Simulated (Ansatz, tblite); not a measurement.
# The cluster Sn3H4: a ladder of methods and basis sets

One table from this session's results is given with a row withheld; the runs are named, their logs left out.

Method: as each input shows; program: Ansatz 0.2.0, Gaussian basis.

Plan: GFN1-xTB, GFN2-xTB, PBE-D4/def2-TZVP, r2SCAN-D4/def2-TZVP, HSE06-D4/def2-TZVP, LDA/def2-TZVP, r2SCAN0-D4/def2-TZVP, ωB97M-V/def2-TZVP, B97M-V/def2-TZVP, BLYP-D4/def2-TZVP, LC-ωPBE/def2-TZVP, PBE-D4/def2-SVP, PBE0-D4/def2-SVP, PBE0-D4/def2-TZVPD, PBE-D4/def2-TZVPD, r2SCAN-D4/def2-TZVPD, CCSD(T)/def2-TZVP, RPA/def2-TZVP.

1 further run of the same task is left out (set aside as unsound or not needed). Runs told in other sessions of the task aren't counted.

### The geometry

The singlet was relaxed beforehand with PBE-D4/def2-SVP. At that level it is the lowest of the isomers that a small search found.

7 atoms, charge 0, spin multiplicity 1.

Bond lengths: Sn1–Sn2 3.137 Å, Sn1–Sn3 2.996 Å, Sn1–H5 1.900 Å, Sn1–H7 1.900 Å, Sn2–Sn3 2.996 Å, Sn2–H4 1.900 Å, Sn2–H6 1.900 Å. Angles: Sn2–Sn1–Sn3 58.4°, Sn2–Sn1–H5 89.2°, Sn2–Sn1–H7 89.2°, Sn3–Sn1–H5 47.5°, Sn3–Sn1–H7 47.5°, H5–Sn1–H7 76.6°, Sn1–Sn2–Sn3 58.4°, Sn1–Sn2–H4 89.2°, Sn1–Sn2–H6 89.2°, Sn3–Sn2–H4 47.4°, Sn3–Sn2–H6 47.5°, H4–Sn2–H6 76.6°, Sn1–Sn3–Sn2 63.1°.

Coordinates:

```xyz
7

Sn    1.0185   -0.4971   -1.6296
Sn   -1.6600   -1.0833   -0.1062
Sn    0.3522    0.8674    0.9532
H    -1.7714    0.7585    0.3490
H     1.9184   -0.4015    0.0410
H    -0.7174   -0.9781    1.5401
H     0.8596    1.3341   -1.1475
```

Sn takes a core potential in the def2 sets. No spin-orbit coupling is included.

PBE0-D4/def2-TZVP was run before; its log isn't repeated, and its numbers join the tables.

The first run:

Tight binding, by tblite at 300 K electronic temperature and without a spin-polarisation term:

```python
tblite.interface.Calculator('GFN1-xTB', numbers, positions, charge=0, uhf=0).singlepoint()
```

Tight binding, by tblite at 300 K electronic temperature and without a spin-polarisation term:

```python
tblite.interface.Calculator('GFN2-xTB', numbers, positions, charge=0, uhf=0).singlepoint()
```

start.molden holds the orbitals of an earlier run on this state, given as this run's starting guess.

in.yaml

```yaml
crystal:
  periodic: [false, false, false]
  atoms:
    - {symbol: Sn, position_ang: [1.018483, -0.497073, -1.629584]}
    - {symbol: Sn, position_ang: [-1.659965, -1.083281, -0.106174]}
    - {symbol: Sn, position_ang: [0.352204, 0.867364, 0.953177]}
    - {symbol: H, position_ang: [-1.771434, 0.758465, 0.349035]}
    - {symbol: H, position_ang: [1.918446, -0.401452, 0.040998]}
    - {symbol: H, position_ang: [-0.717350, -0.978104, 1.540080]}
    - {symbol: H, position_ang: [0.859616, 1.334081, -1.147521]}
basis:
  gaussian: {orbitals: def2-TZVP, initial_orbitals: start.molden}
hamiltonian: {xc: pbe, dispersion: d4}
scf: {omitted_lower_state_checks: [starts]}
output: {orbitals: {seedname: orbitals}}
```

Started as:

```bash
ansatz run in.yaml --threads 4 --pin off --events-out ev --progress --plain --max-ram 3916MiB
```

Among the steps run: PBE-D4/def2-TZVP; r2SCAN-D4/def2-TZVP; HSE06-D4/def2-TZVP; LDA/def2-TZVP; r2SCAN0-D4/def2-TZVP; ωB97M-V/def2-TZVP; B97M-V/def2-TZVP; BLYP-D4/def2-TZVP; LC-ωPBE/def2-TZVP; PBE-D4/def2-SVP; PBE0-D4/def2-SVP; PBE0-D4/def2-TZVPD; PBE-D4/def2-TZVPD; r2SCAN-D4/def2-TZVPD; CCSD(T)/def2-TZVP; RPA/def2-TZVP.

One table of the session follows, with a row left open; its other results are not shown here.

| level | HOMO (eV) | LUMO (eV) | gap (eV) |
| --- | --- | --- | --- |
| LDA/def2-TZVP | -5.25 | -3.35 | 1.90 |
| PBE-D4/def2-SVP | -5.04 | -3.07 | 1.97 |
| PBE-D4/def2-TZVP | -5.04 | -3.07 | 1.97 |
| PBE-D4/def2-TZVPD | -5.06 | -3.09 | 1.97 |
| BLYP-D4/def2-TZVP | -4.83 | -2.93 | 1.90 |
| r2SCAN-D4/def2-TZVP | -5.25 | -3.01 | 2.24 |
| r2SCAN-D4/def2-TZVPD | -5.26 | -3.02 | 2.24 |
| B97M-V/def2-TZVP | ? | ? | ? |
| PBE0-D4/def2-SVP | -5.82 | -2.45 | 3.37 |
| PBE0-D4/def2-TZVP | -5.80 | -2.44 | 3.36 |
| PBE0-D4/def2-TZVPD | -5.81 | -2.45 | 3.36 |
| r2SCAN0-D4/def2-TZVP | -5.95 | -2.42 | 3.53 |
| HSE06-D4/def2-TZVP | -5.43 | -2.80 | 2.64 |
| LC-ωPBE/def2-TZVP | -7.84 | -0.61 | 7.23 |
| ωB97M-V/def2-TZVP | -7.50 | -0.80 | 6.71 |

Estimate the missing values for B97M-V/def2-TZVP.

The run gave: HOMO (eV): -5.08; LUMO (eV): -2.88; gap (eV): 2.20. In the column «HOMO (eV)» it lies between r2SCAN-D4/def2-TZVP (-5.25) and PBE-D4/def2-TZVPD (-5.06).
